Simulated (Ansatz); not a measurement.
Run this with Ansatz's Python interface and show what comes out.

The script, `fh4n2si.py`:
```python
from dataclasses import dataclass

import ansatz
import numpy as np


@dataclass
class RunConfig:
    basis_set: str = "def2-SVPD"
    functional: str = "HF"


opts = RunConfig()

GEOMETRY = """
N    -0.46160    1.21550   -0.47390
Si    0.68420    0.09030   -0.71150
N     0.56640   -0.44960    0.87710
F     0.04570   -1.06550   -1.53670
H    -1.39900    0.81900   -0.72530
H    -0.53290    1.44310    0.51660
H     1.39010   -1.10180    1.05170
H    -0.20070   -1.00800    0.94630
"""


def main() -> None:
    geometry = ansatz.Crystal.molecule()
    for line in GEOMETRY.strip().splitlines():
        symbol, *xyz = line.split()
        geometry = geometry.atom(symbol, [float(v) for v in xyz])

    job = (
        geometry.calculation()
        .basis(gaussian=opts.basis_set)
        .functional(opts.functional)
        .spin("collinear", total=1)
        .forces()
    )
    centre = np.mean([site.position_ang for site in geometry.cartesian_sites], axis=0)
    field = 2 * 14.399645 * 3.0 / 40.0 ** 2


    def dipole(axis, sign):
        arm = 40.0 * np.eye(3)[axis]
        pair = [{"charge": sign * 3.0, "position_ang": (centre - arm).tolist()}, {"charge": -sign * 3.0, "position_ang": (centre + arm).tolist()}]
        deck = job.input().set(ansatz.key.basis.gaussian.point_charges, pair)
        return np.array(ansatz.Session.from_dict(deck).plan().execute().report["charge_distribution"]["dipole_moment_e_ang"])


    print(f"field {field:.4f} V/A")
    alpha = np.array([(dipole(axis, 1) - dipole(axis, -1)) / (2 * field) * 14.399645 for axis in range(3)])
    print("polarisability tensor (A^3)")
    print(np.array2string(alpha, precision=3, suppress_small=True))
    print(f"mean {np.trace(alpha) / 3:.3f} A^3 = {np.trace(alpha) / 3 / 0.14818471:.2f} bohr^3")


if __name__ == "__main__":
    main()
```

```console
$ python fh4n2si.py
field 0.0540 V/A
polarisability tensor (A^3)
[[ 5.663 -0.454  0.04 ]
 [-0.453  5.561 -0.16 ]
 [ 0.039 -0.16   5.721]]
mean 5.648 A^3 = 38.11 bohr^3
```

Caveats:
- The geometry is a force-field or estimated start, not a minimum of this method, and the basis set is short of its limit. The field of two point charges is only nearly even.
- The species is open-shell (spin multiplicity 2).
- It ran for 24 s on 1 thread of Arm Neoverse V2, on a shared host, peak memory 0.36 GiB.

(Lines on the test bed's own set-up are left out of the output.)
